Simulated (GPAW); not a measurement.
Input of a GPAW 26.7.0 run:

Contents of run.py:

```python
from ase import Atoms
from ase.dft.bandgap import bandgap
from ase.io import write
from ase.units import Bohr, GPa
from gpaw import GPAW, PW, setup_paths
from gpaw.elf import elf_from_dft_calculation

setup_paths.insert(0, '.')

atoms = Atoms(['Pd', 'Ge', 'Ge', 'Ge'],
              cell=[[4.142023, 0.0, 0.0],
                    [0.0, 4.142023, 0.0],
                    [0.0, 0.0, 4.142023]],
              scaled_positions=[[0.0, 0.0, 0.0],
                                [0.5, 0.5, 0.0],
                                [0.5, 0.0, 0.5],
                                [0.0, 0.5, 0.5]],
              pbc=True)

calc = GPAW(mode=PW(600),
            xc='PBEsol',
            kpts={'size': (7, 7, 7), 'gamma': True},
            occupations={'name': 'fermi-dirac', 'width': 0.05},
            nbands=27,
            convergence={'density': 1e-05, 'energy': 1e-05},
            maxiter=150,
            txt='gpaw.txt')
atoms.calc = calc
energy = atoms.get_potential_energy()
forces = atoms.get_forces()
stress = atoms.get_stress()
calc.write('gs.gpw')
write('result.traj', atoms)
print(f'Energy: {energy:.6f} eV')
print('Forces (eV/A):')
print(forces.round(4))
print('Stress (GPa):', (stress / GPa).round(3))
print('Fermi level:', round(calc.get_fermi_level(), 4), 'eV')
print(f'Gap: {bandgap(calc)[0]:.4f} eV, direct: {bandgap(calc, direct=True)[0]:.4f} eV')

# fields on the real-space grid
write('density.cube', atoms, data=calc.get_pseudo_density() * Bohr**3)
write('potential.cube', atoms, data=calc.get_electrostatic_potential())
write('elf.cube', atoms, data=elf_from_dft_calculation(calc).data)
```

Potentials or basis: PAW data sets generated in the run's folder for this functional, pw.

Run with:

```sh
$ gpaw-setup -f PBEsol Ge Pd
$ OMP_NUM_THREADS=1 python run.py
```

**Question.** Predict the pressure.

**Answer.** -4.8 GPa.

**Question.** Estimate the band gap on the k mesh.

**Answer.** None (metal or under the smearing width).
